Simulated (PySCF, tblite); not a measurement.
**C9H7FN2: geometry, infrared bands and NMR shifts**

What infrared bands and NMR shifts should C9H7FN2 (`Fc1cccc(-n2cccn2)c1`) show?

Computed with tblite 0.8.0 and PySCF 2.14.0, with density-fitted response routines of our own, on a single molecule in the gas phase. Atoms count from 0, in the outputs and in this text.

### Step 1. The molecule as given

19 atoms, charge 0, multiplicity 1; geometry from: force field or distance geometry start.

Bonds of the start (Å): F0–C1 1.36, C1–C2 1.38, C2–C3 1.41, C3–C4 1.40, C4–C5 1.40, C5–N6 1.42, N6–C7 1.38, C7–C8 1.37, C8–C9 1.40, C9–N10 1.34, C5–C11 1.40, C11–C1 1.39, N10–N6 1.36, C2–H12 1.07, C3–H13 1.08, C4–H14 1.10, C7–H15 1.08, C8–H16 1.08, C9–H17 1.08, C11–H18 1.08.

### Step 2. Geometry optimisation with GFN2-xTB

What the job is given:

```
{"job": {"kind": "relax", "xc": "GFN2-xTB", "basis": "xTB"}, "charge": 0, "multiplicity": 1}
F      3.250600    -1.474800     1.340400
C      2.460700    -0.682300     0.572800
C      3.066900     0.181200    -0.320700
C      2.252100     1.009300    -1.122200
C      0.860700     0.937300    -0.981200
C      0.261800     0.055200    -0.072900
N     -1.150500     0.013400     0.034800
C     -1.911600    -0.775300     0.875100
C     -3.230100    -0.478900     0.622800
C     -3.188800     0.506900    -0.369700
N     -1.939600     0.806500    -0.734400
C      1.078000    -0.765800     0.722200
H      4.134000     0.222500    -0.398500
H      2.707100     1.687400    -1.829400
H      0.247400     1.595600    -1.614000
H     -1.483100    -1.482300     1.574100
H     -4.105500    -0.902200     1.097600
H     -4.007500     1.016400    -0.856900
H      0.687700    -1.461000     1.452400
```

Run with:

```bash
$ OMP_NUM_THREADS=1 python probes_run.py task.json out
```

The driver reads the jobs from task.json and runs them one after another.

**Question.** This job is followed by: GFN2-xTB harmonic vibrations, gas phase; GIAO PBE0/pcSseg-1 NMR shielding, non-relativistic, gas phase. Predict these results of the whole session: strongest single infrared mode (GFN2-xTB); zero-point energy (GFN2-xTB); ¹³C shifts against TMS (PBE0/pcSseg-1); ¹H shifts against TMS (PBE0/pcSseg-1); ¹⁹F shifts against CFCl3 (PBE0/pcSseg-1); ¹⁵N shifts against NH3 (PBE0/pcSseg-1).

As calculated:

| quantity | value |
| --- | --- |
| strongest single infrared mode (GFN2-xTB) | 1484 cm⁻¹, 147 km/mol |
| zero-point energy (GFN2-xTB) | 87.4 kcal/mol |
| ¹³C shifts against TMS (PBE0/pcSseg-1) | 173.3, 145.7, 145.1, 136.9, 128.8, 120.5, 117.9, 114.5, 106.3 ppm |
| ¹H shifts against TMS (PBE0/pcSseg-1) | 8.75, 8.09, 7.80, 7.74, 7.33, 7.16, 6.65 ppm |
| ¹⁹F shifts against CFCl3 (PBE0/pcSseg-1) | -115.7 ppm |
| ¹⁵N shifts against NH3 (PBE0/pcSseg-1) | 336.5, 245.8 ppm |

What this shows: The optimisation took 28 steps and gained 0.124 eV; among the close pairs (by a distance rule), C2–C3 changed most, from 1.411 to 1.386 Å. No mode is imaginary among the 51: a minimum at this level. The strongest single mode, at 1484 cm⁻¹, is spread over several atoms, C5, N6, C3 among them. Unscaled tight-binding wavenumbers are off by several per cent, some by more. Its intensities can rank the bands wrongly. At PBE0/pcSseg-1: The widest tensor belongs to N10: span 487 ppm, with a paramagnetic part of -390 ppm. NICS(1)zz of -24 ppm above the planar ring from C1 marks a diatropic (aromatic) ring current. NICS(1)zz of -26 ppm above the planar ring from N6 marks a diatropic (aromatic) ring current.
